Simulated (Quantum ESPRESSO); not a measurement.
The system is NbTe.

```
Nb Te
1.0
     3.42570    0.00000    0.00000
     0.00000    3.42570    0.00000
     0.00000    0.00000    3.42570
Nb Te
1 1
Direct
  0.50000 0.50000 0.50000
  0.00000 0.00000 0.00000
```

The cell was built by a generator and needn't be a form met in nature.

- Program: Quantum ESPRESSO 7.5
- Task: phonons
- Functional: PBE
- Dispersion: D3(BJ)
- Potentials or basis: GBRV 1.5 PBE
- Cutoff: 612 eV
- Density cutoff: 4898 eV
- k mesh: 8 × 8 × 8
- Occupations: cold, width 0.2 eV
- Spin: no spin polarisation
- Mixing beta: 0.5
- Most SCF iterations: 120
- SCF threshold: 4e-10 Ry

The cell and the atoms were relaxed first, to 19.42 Å³/atom (a = 3.386 Å, b = 3.386 Å, c = 3.386 Å, α = 90.00°, β = 90.00°, γ = 90.00°), and the response was taken there.

**Question.** Where do the zone-centre optical modes lie?

**Answer.** T1u at 154 cm⁻¹ (IR).

Optical modes at Γ, degenerate ones joined:
```csv
cm⁻¹,components,symmetry,active in
154,3,T1u,IR
```

Caveat: the mesh is thin for the phonons of a metal; pairwise dispersion overbinds metals, which lowers pressure and volume.
